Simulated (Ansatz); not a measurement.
# FH8NSi3: one species, many methods

An exercise on one series of results from a longer session: the logs are not shown, and one member is left open.

Computed with Ansatz 0.2.0, Gaussian basis. Level: functionals in def2-TZVPP, the program's frozen cores in correlated methods.

Plan: PBE-D4, r2SCAN-D4, PBE0-D4, B3LYP-D4, ωB97X-V, ωB97M-V, B2PLYP; CCSD(T)/def2-TZVPP; MP2/def2-QZVPP; extrapolation to the limit.

## The relaxed structure

The geometry comes from an earlier relaxation with PBE0-D4 in a triple-zeta def2 set; it is a stationary point, not always the lowest conformer.

SMILES `N[SiH2][SiH](F)[SiH3]`, 13 atoms, charge 0, spin multiplicity 1.

Atoms are counted from 1 here; the program's logs count them from 0.

Bond lengths: N1–Si2 1.725 Å, N1–H6 1.008 Å, N1–H7 1.008 Å, Si2–Si3 2.357 Å, Si2–H8 1.488 Å, Si2–H9 1.490 Å, Si3–F4 1.619 Å, Si3–Si5 2.347 Å, Si3–H10 1.494 Å, Si5–H11 1.488 Å, Si5–H12 1.488 Å, Si5–H13 1.489 Å. Angles: Si2–N1–H6 118.5°, Si2–N1–H7 119.1°, H6–N1–H7 110.3°, N1–Si2–Si3 116.3°, N1–Si2–H8 107.6°, N1–Si2–H9 108.5°, Si3–Si2–H8 108.4°, Si3–Si2–H9 106.4°, H8–Si2–H9 109.5°, Si2–Si3–F4 109.2°, Si2–Si3–Si5 113.3°, Si2–Si3–H10 110.0°, F4–Si3–Si5 109.2°, F4–Si3–H10 106.5°, Si5–Si3–H10 108.4°, Si3–Si5–H11 111.8°, Si3–Si5–H12 110.8°, Si3–Si5–H13 108.0° and more.

Set-up of the first run:

Input file in.yaml:

```yaml
crystal:
  periodic: [false, false, false]
  atoms:
    - {symbol: N, position_ang: [-1.793401, 1.979508, 1.104671]}
    - {symbol: Si, position_ang: [-0.998392, 0.452568, 0.990705]}
    - {symbol: Si, position_ang: [0.556822, 0.212922, -0.763662]}
    - {symbol: F, position_ang: [-0.181234, 0.509573, -2.173408]}
    - {symbol: Si, position_ang: [1.545134, -1.914192, -0.842821]}
    - {symbol: H, position_ang: [-2.495732, 2.208120, 0.418286]}
    - {symbol: H, position_ang: [-1.251695, 2.797758, 1.335840]}
    - {symbol: H, position_ang: [-2.047633, -0.590567, 0.833060]}
    - {symbol: H, position_ang: [-0.245586, 0.215140, 2.254300]}
    - {symbol: H, position_ang: [1.640129, 1.232501, -0.627685]}
    - {symbol: H, position_ang: [2.511719, -2.032814, -1.967546]}
    - {symbol: H, position_ang: [0.508885, -2.971885, -0.985619]}
    - {symbol: H, position_ang: [2.271384, -2.133333, 0.438880]}
basis:
  gaussian: {orbitals: def2-TZVPP}
hamiltonian: {xc: pbe, dispersion: d4}
output: {forces: true, orbitals: {seedname: orbitals}}
```

Started as:

```console
$ ansatz run in.yaml --threads 4 --pin off --events-out ev --progress --plain --max-ram 10444MiB
```

Steps of the session up to this table: PBE-D4 (GGA); r2SCAN-D4 (meta-GGA); PBE0-D4 (hybrid); B3LYP-D4 (hybrid); ωB97X-V (range-separated); ωB97M-V (range-separated); B2PLYP (double hybrid); CCSD(T) in def2-TZVPP; MP2 in def2-QZVPP.

One table of the session follows, with a row left open; its other results are not shown here.

```
            method  atomisation energy (kJ/mol)
            PBE-D4                       4146.7
         r2SCAN-D4                       4143.5
           PBE0-D4                       4104.3
          B3LYP-D4                       4155.0
           ωB97X-V                       4192.8
           ωB97M-V                       4156.1
            B2PLYP                            ?
     HF/def2-TZVPP                       3057.2
    MP2/def2-TZVPP                       4042.2
   CCSD/def2-TZVPP                       3992.0
CCSD(T)/def2-TZVPP                       4037.5
           MP2/CBS                       4169.6
       CCSD(T)/CBS                       4164.8
```

Q: Estimate the row for B2PLYP from the others.

The run gave: atomisation energy (kJ/mol): 4094.2. In the column «atomisation energy (kJ/mol)» it lies between MP2/def2-TZVPP (4042.2) and PBE0-D4 (4104.3).

To keep in mind: Free atoms (1 N, 3 Si, 1 F, 8 H) were run apart at each level; the atomisation energy is their sum less the molecule, without zero-point or spin-orbit terms.
